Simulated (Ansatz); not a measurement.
# C4H2Cl2Sn: how energies converge with the basis set

Aim: see how fast density functionals converge with the basis set for C4H2Cl2Sn.

Program: Ansatz 0.2.0, Gaussian basis. Level of theory: one geometry, several basis sets. These are calculated values, not measurements.

Plan: PBE0-D4/def2-SVP; ωB97M-V/def2-SVP; PBE0-D4/def2-QZVPP; ωB97M-V/def2-QZVPP; the functionals' def2-TZVPP values are taken from earlier runs.

1 further run of the same task is left out (for a known fault of the program). Runs told in other sessions of the task aren't counted.

## Step 1: Structure used throughout

All runs share one geometry, relaxed beforehand with PBE0-D4 in a triple-zeta def2 set. Sn takes the def2 core potential; no spin-orbit term is included.

SMILES `C#[C][Sn]([Cl])([Cl])[C]#C`, 9 atoms, charge 0, spin multiplicity 1.

Atoms are counted from 1 here; the program's logs count them from 0.

Bond lengths: C1–C2 1.204 Å, C1–H8 1.067 Å, C2–Sn3 2.052 Å, Sn3–Cl4 2.302 Å, Sn3–Cl5 2.302 Å, Sn3–C6 2.052 Å, C6–C7 1.204 Å, C7–H9 1.067 Å. Angles: C2–C1–H8 180.0°, C1–C2–Sn3 179.7°, C2–Sn3–Cl4 109.0°, C2–Sn3–Cl5 109.0°, C2–Sn3–C6 113.3°, Cl4–Sn3–Cl5 107.2°, Cl4–Sn3–C6 109.1°, Cl5–Sn3–C6 109.0°, Sn3–C6–C7 179.7°, C6–C7–H9 180.0°.

## Step 2: PBE0-D4 in def2-SVP

in.yaml

```yaml
crystal:
  periodic: [false, false, false]
  atoms:
    - {symbol: C, position_ang: [0.781586, -2.672431, 0.736331]}
    - {symbol: C, position_ang: [0.546701, -1.646464, 0.151141]}
    - {symbol: Sn, position_ang: [0.149378, 0.097949, -0.854489]}
    - {symbol: Cl, position_ang: [-1.349431, -0.335166, -2.546551]}
    - {symbol: Cl, position_ang: [2.086595, 0.854605, -1.840268]}
    - {symbol: C, position_ang: [-0.609919, 1.575139, 0.351146]}
    - {symbol: C, position_ang: [-1.055666, 2.445220, 1.054349]}
    - {symbol: H, position_ang: [0.989741, -3.581337, 1.254320]}
    - {symbol: H, position_ang: [-1.450485, 3.216186, 1.676821]}
basis:
  gaussian: {orbitals: def2-SVP}
hamiltonian: {xc: pbe0, dispersion: d4}
output: {orbitals: {seedname: orbitals}}
```

On the command line:

```sh
$ ansatz run in.yaml --threads 4 --pin off --events-out ev --progress --plain --max-ram 11315MiB
```

The runs that follow: ωB97M-V in def2-SVP; PBE0-D4 in def2-QZVPP; ωB97M-V in def2-QZVPP.

Before running them: what should the planned runs give, taken together? Wanted: PBE0-D4: double and triple zeta above quadruple; ωB97M-V: double and triple zeta above quadruple.

As calculated:

| quantity | value |
| --- | --- |
| PBE0-D4: double and triple zeta above quadruple | 14.73, 1.02 eV |
| ωB97M-V: double and triple zeta above quadruple | 14.74, 0.95 eV |

**Reading.** PBE0-D4 gains 13.71 eV from double to triple zeta, then 1.02 eV more. These are total energies; as a rule much of such shifts cancels in differences, which this series doesn't test.
